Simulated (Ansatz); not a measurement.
# C₂H₂BrN: a ladder of functionals and wavefunction methods

Aim: compute C₂H₂BrN with functionals from several rungs and with coupled cluster, and see how far each lands from CCSD(T) at the basis-set limit for the atomisation energy.

Computed with Ansatz 0.2.0, Gaussian basis. Level: functionals in def2-TZVPP, the program's frozen cores in correlated methods.

The runs, in order: LDA (SPW92), PBE-D4, revPBE-D4, BLYP-D4, r2SCAN-D4, B97M-V, PBE0-D4, B3LYP-D4, r2SCANh-D4, r2SCAN0-D4, HSE06-D4, BHLYP-D4, CAM-B3LYP-D4, LC-ωPBE, ωB97X-V, ωB97M-V, B2PLYP, PBE-QIDH; CCSD(T)/def2-SVP; CCSD(T)/def2-TZVPP; MP2/def2-QZVPP; extrapolation to the limit; RPA on PBE.

**1. Structure used throughout**

An earlier PBE0-D4 in a triple-zeta def2 set relaxation fixed the geometry.

SMILES `N=C=CBr`, 6 atoms, charge 0, spin multiplicity 1.

Atoms are counted from 1 here; the program's logs count them from 0.

Bond lengths: N1–C2 1.217 Å, N1–H5 1.019 Å, C2–C3 1.304 Å, C3–Br4 1.881 Å, C3–H6 1.079 Å. Angles: C2–N1–H5 116.4°, N1–C2–C3 174.0°, C2–C3–Br4 120.6°, C2–C3–H6 122.7°, Br4–C3–H6 116.7°.

**2. LDA**

This LDA is Slater exchange with PW92 correlation.

Contents of in.yaml:

```yaml
crystal:
  periodic: [false, false, false]
  atoms:
    - {symbol: N, position_ang: [1.151297, 0.226591, -1.166077]}
    - {symbol: C, position_ang: [0.349784, 0.121648, -0.256863]}
    - {symbol: C, position_ang: [-0.404577, -0.029408, 0.796600]}
    - {symbol: Br, position_ang: [-1.231906, -1.680299, 1.154179]}
    - {symbol: H, position_ang: [0.778351, 0.525637, -2.065830]}
    - {symbol: H, position_ang: [-0.600947, 0.771731, 1.491892]}
basis:
  gaussian: {orbitals: def2-TZVPP}
hamiltonian: {xc: lda}
output: {orbitals: {seedname: orbitals}}
```

Launch:

```bash
ansatz run in.yaml --threads 2 --pin off --events-out ev --progress --plain --max-ram 4352MiB
```

The runs that follow: PBE-D4 (GGA); revPBE-D4 (GGA); BLYP-D4 (GGA); r2SCAN-D4 (meta-GGA); B97M-V (meta-GGA); B3LYP-D4 (hybrid); r2SCANh-D4 (hybrid); r2SCAN0-D4 (hybrid); HSE06-D4 (hybrid); BHLYP-D4 (hybrid); CAM-B3LYP-D4 (range-separated); LC-ωPBE (range-separated); ωB97X-V (range-separated); ωB97M-V (range-separated); B2PLYP (double hybrid); PBE-QIDH (double hybrid); CCSD(T) in def2-SVP; CCSD(T) in def2-TZVPP; MP2 in def2-QZVPP; RPA on PBE orbitals.

Q: Predict the results of all the runs planned. Wanted: atomisation energy, CCSD(T)/CBS; farthest beyond LDA; mean size of error, GGA; mean size of error, meta-GGA; mean size of error, hybrid; mean size of error, range-separated; mean size of error, double hybrid; gap, smallest and largest; T1 diagnostic.

The runs gave:

| quantity | value |
| --- | --- |
| atomisation energy, CCSD(T)/CBS | 2298.3 kJ/mol |
| functionals within 23.0 kJ/mol (1.0 %) | B97M-V, r2SCANh-D4, CAM-B3LYP-D4, LC-ωPBE, ωB97X-V, ωB97M-V, B2PLYP, PBE-QIDH |
| farthest beyond LDA | PBE-D4 (+147.3 kJ/mol) |
| mean size of error, GGA | 91.7 kJ/mol |
| mean size of error, meta-GGA | 23.9 kJ/mol |
| mean size of error, hybrid | 46.9 kJ/mol |
| mean size of error, range-separated | 11.8 kJ/mol |
| mean size of error, double hybrid | 3.8 kJ/mol |
| gap, smallest and largest | 3.05 eV (LDA (SPW92)), 10.34 eV (LC-ωPBE) |
| T1 diagnostic | 0.0116 |
| triples share of the correlation energy | 4.4 % |

In words: LDA overbinds by 463.4 kJ/mol (20 %). PBE-D4 misses by +147.3 kJ/mol. Double hybrids carry the basis error of their MP2 part in triple zeta, and no dispersion term here, so their miss is partly the set-up's. The rungs double hybrid, range-separated miss on average by less than the doubt on the reference (23.0 kJ/mol), so they tie; GGA functionals have the largest mean beyond LDA (91.7 kJ/mol). Misses under about 23.0 kJ/mol are within the doubt on the reference itself, which lacks core-valence correlation, relativity and higher excitations, and its outer-core shells are covered unevenly. All levels share the lack of spin-orbit coupling, which lowers the free heavy atoms and so the true binding. Hartree-Fock recovers 65 % of the binding; the rest is correlation. CCSD(T) in def2-SVP is off by -144.6 kJ/mol, worse than the median functional, from the basis alone. Orbital gaps span 3.1 to 10.3 eV; exact exchange widens them. Correlated methods include outer-core shells of Br, which these sets cover unevenly.
